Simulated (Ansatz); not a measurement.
# C2H2F6O2Si: ionisation energy by level of theory

One table from this session's results is given with a row withheld; the runs are named, their logs left out.

Computed with Ansatz 0.2.0, Gaussian basis. Level: unrestricted cation, the program's frozen cores in correlated methods.

The runs, in order: UKS PBE-D4/def2-TZVPP; UKS r2SCAN-D4/def2-TZVPP; UKS PBE0-D4/def2-TZVPP; UKS B3LYP-D4/def2-TZVPP; UKS wB97X-V/def2-TZVPP; UKS wB97M-V/def2-TZVPP; UKS B2PLYP/def2-TZVPP; UHF-CCSD(T)/def2-TZVPP; UHF-MP2/def2-QZVPP; extrapolation to the limit; then −ε(HOMO) from the neutral's earlier runs with LDA (SPW92), PBE-D4, revPBE-D4, BLYP-D4, r2SCAN-D4, B97M-V, PBE0-D4, B3LYP-D4, r2SCANh-D4, r2SCAN0-D4, HSE06-D4, BHLYP-D4, CAM-B3LYP-D4, LC-ωPBE, ωB97X-V, ωB97M-V.

## The geometry

An earlier PBE0-D4 in a triple-zeta def2 set relaxation fixed the geometry.

SMILES `FC(F)(F)O[SiH2]OC(F)(F)F`, 13 atoms, charge 0, spin multiplicity 1.

Atoms are counted from 1 here; the program's logs count them from 0.

Bond lengths: F1–C2 1.338 Å, C2–F3 1.332 Å, C2–F4 1.325 Å, C2–O5 1.337 Å, O5–Si6 1.654 Å, Si6–O7 1.658 Å, Si6–H12 1.473 Å, Si6–H13 1.466 Å, O7–C8 1.336 Å, C8–F9 1.334 Å, C8–F10 1.323 Å, C8–F11 1.341 Å. Angles: F1–C2–F3 107.5°, F1–C2–F4 108.0°, F1–C2–O5 112.0°, F3–C2–F4 108.1°, F3–C2–O5 111.4°, F4–C2–O5 109.5°, C2–O5–Si6 131.3°, O5–Si6–O7 110.7°, O5–Si6–H12 110.6°, O5–Si6–H13 104.2°, O7–Si6–H12 109.8°, O7–Si6–H13 105.5°, H12–Si6–H13 115.9°, Si6–O7–C8 128.5°, O7–C8–F9 111.3°, O7–C8–F10 110.0°, O7–C8–F11 111.9°, F9–C8–F10 108.1° and more.

Geometry (Å):

```mol
C2H2F6O2Si
  3D, bonds by distance, orders not assigned

 13 12  0  0  0  0  0  0  0  0999 V2000
    0.6784    0.5397   -2.1817 F   0  0
   -0.3744    1.1830   -1.6642 C   0  0
   -1.4263    0.3711   -1.7588 F   0  0
   -0.6100    2.2517   -2.4112 F   0  0
   -0.1599    1.5598   -0.3996 O   0  0
    0.6143    0.8005    0.8494 Si  0  0
   -0.2934   -0.4656    1.4177 O   0  0
   -0.2521   -1.7501    1.0518 C   0  0
    0.6491   -2.4275    1.7643 F   0  0
   -1.4344   -2.3134    1.2415 F   0  0
    0.0755   -1.8907   -0.2405 F   0  0
    1.9354    0.3122    0.4190 H   0  0
    0.6181    1.7946    1.9273 H   0  0
  1  2  8  0
  2  3  8  0
  2  4  8  0
  2  5  8  0
  5  6  8  0
  6  7  8  0
  7  8  8  0
  8  9  8  0
  8 10  8  0
  8 11  8  0
  6 12  8  0
  6 13  8  0
M  END
```

Set-up of the first run:

The input, in.yaml:

```yaml
crystal:
  periodic: [false, false, false]
  atoms:
    - {symbol: F, position_ang: [0.678409, 0.539724, -2.181722]}
    - {symbol: C, position_ang: [-0.374367, 1.182991, -1.664163]}
    - {symbol: F, position_ang: [-1.426256, 0.371127, -1.758832]}
    - {symbol: F, position_ang: [-0.610009, 2.251660, -2.411177]}
    - {symbol: O, position_ang: [-0.159944, 1.559772, -0.399597]}
    - {symbol: Si, position_ang: [0.614309, 0.800482, 0.849390]}
    - {symbol: O, position_ang: [-0.293398, -0.465561, 1.417709]}
    - {symbol: C, position_ang: [-0.252141, -1.750113, 1.051814]}
    - {symbol: F, position_ang: [0.649141, -2.427547, 1.764269]}
    - {symbol: F, position_ang: [-1.434390, -2.313363, 1.241475]}
    - {symbol: F, position_ang: [0.075515, -1.890740, -0.240452]}
    - {symbol: H, position_ang: [1.935405, 0.312231, 0.418996]}
    - {symbol: H, position_ang: [0.618127, 1.794635, 1.927289]}
basis:
  gaussian: {orbitals: def2-TZVPP}
total_charge: 1
magnetization: {spin_polarized: true, initial_magnetization: 1}
hamiltonian: {xc: pbe, dispersion: d4}
```

Started as:

```console
> ansatz run in.yaml --threads 4 --pin off --events-out ev --progress --plain --max-ram 63488MiB --backend cuda --devices 0, --max-vram 37GiB
```

Steps of the session up to this table: Cation, UKS PBE-D4/def2-TZVPP; Cation, UKS r2SCAN-D4/def2-TZVPP; Cation, UKS PBE0-D4/def2-TZVPP; Cation, UKS B3LYP-D4/def2-TZVPP; Cation, UKS wB97X-V/def2-TZVPP; Cation, UKS wB97M-V/def2-TZVPP; Cation, UKS B2PLYP (frozen core)/def2-TZVPP; Cation, UHF-CCSD(T)/def2-TZVPP; Cation, UHF-MP2/def2-QZVPP.

One of the session's tables, all rows but one given; the rest of the session is left out.

It belongs to the step «Ionisation energies side by side». For comparison, −ε(HOMO) of the neutral from earlier runs:

| functional | −ε(HOMO) (eV) |
| --- | --- |
| LDA (SPW92) | 8.83 |
| PBE-D4 | 8.71 |
| revPBE-D4 | 8.65 |
| BLYP-D4 | 8.65 |
| r2SCAN-D4 | 9.13 |
| B97M-V | 9.21 |
| PBE0-D4 | 10.28 |
| B3LYP-D4 | 10.08 |
| r2SCANh-D4 | ? |
| r2SCAN0-D4 | 10.55 |
| HSE06-D4 | 9.87 |
| BHLYP-D4 | 11.79 |
| CAM-B3LYP-D4 | 11.77 |
| LC-ωPBE | 13.11 |
| ωB97X-V | 12.76 |
| ωB97M-V | 12.58 |

Q: Estimate the row for r2SCANh-D4 from the others.

Worked estimate for «−ε(HOMO) (eV)». Against the share of exact exchange, r2SCAN-D4 (0, 9.13), r2SCAN0-D4 (0.25, 10.55) give a slope of 5.68 per unit share; at 0.1 the line stands at 9.70.

The run gave: −ε(HOMO) (eV): 9.70. In «−ε(HOMO) (eV)» the line misses by 0.00.

Caveats from the session: The cation may have settled in a state other than its lowest; no search over hole states beyond the program's own was made.
